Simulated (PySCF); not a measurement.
# CaSi+: from the state search to spectroscopic constants

One table from this session's results is given with a row withheld; the runs are named, their logs left out.

The runs use PySCF 2.14.0; Ca 3-21G, Si 3-21G, no relativity.

The first run:

The job is set up so:

| Item | Value |
| --- | --- |
| atoms | Ca, Si |
| charge | 1 |
| basis | Ca 3-21G, Si 3-21G |
| Hamiltonian | no relativity |
| basis functions | 30 |
| electrons treated | 33 |
| masses in u | 39.9626, 27.9769 |
| levels | PBE0, PBE, r²SCAN, r²SCAN0, M06-L, M06, ωB97X, HF, MP2, SCS-MP2, CCSD, CCSD(T) |
| grid | 80 radial by 434 angular points |
| occupations | held fixed by the projection of orbital angular momentum |
| dissociation limit | Ca+ + Si, each in its ground configuration |
| starting distance in angstrom | 2.805 |
| values of 2S to try | 1, 3 |

Launch:

```
OMP_NUM_THREADS=1 python dia.py task.json out
```

Among the steps run: The job; PBE0 along the bond; Other states along the same grid; PBE (GGA); r²SCAN; r²SCAN0 (hybrid meta-GGA); M06-L (meta-GGA); M06 (hybrid meta-GGA); ωB97X (range-separated hybrid); ROHF (mean field); Correlated methods on the Hartree–Fock reference.

One table of the session follows, with a row left open; its other results are not shown here.

Energy (eV) from each level's lowest point:

| R (Å) | ROHF | ROHF-MP2 | ROHF-SCS-MP2 | ROHF-CCSD | ROHF-CCSD(T) |
| --- | --- | --- | --- | --- | --- |
| 2.843 | 0.431 | 0.449 | 0.460 | n/a | n/a |
| 2.975 | 0.199 | 0.214 | 0.224 | 0.267 | 0.266 |
| 3.108 | 0.066 | 0.078 | 0.084 | 0.117 | 0.117 |
| 3.207 | 0.017 | 0.023 | 0.027 | 0.050 | 0.051 |
| 3.306 | 0.000 | 0.000 | 0.001 | 0.014 | 0.014 |
| 3.405 | ? | ? | ? | ? | ? |
| 3.537 | 0.052 | 0.033 | 0.026 | 0.009 | 0.008 |
| 3.703 | 0.139 | 0.103 | 0.091 | 0.049 | 0.047 |
| 3.901 | 0.275 | 0.216 | 0.196 | 0.123 | 0.117 |
| 4.166 | 0.477 | 0.387 | 0.355 | n/a | n/a |

Q: Estimate the row for R (Å) = 3.405 from the others.

Worked estimate for «ROHF». A straight line through the neighbours (3.306, 0.000) and (3.537, 0.052) gives 0.000 + (0.052 − 0.000) × (3.405 − 3.306) / (3.537 − 3.306) = 0.022; a parabola fitted to 4 rows on both sides gives 0.012.

As computed: ROHF: 0.009; ROHF-MP2: 0.002; ROHF-SCS-MP2: 0.000; ROHF-CCSD: 0.000; ROHF-CCSD(T): 0.000. In «ROHF» the line misses by +0.013 and the parabola by +0.003.

State 2 has its PBE0 minimum 0.34 eV higher. State 3 has its PBE0 minimum 0.66 eV higher. The other levels ran on the lowest alone.
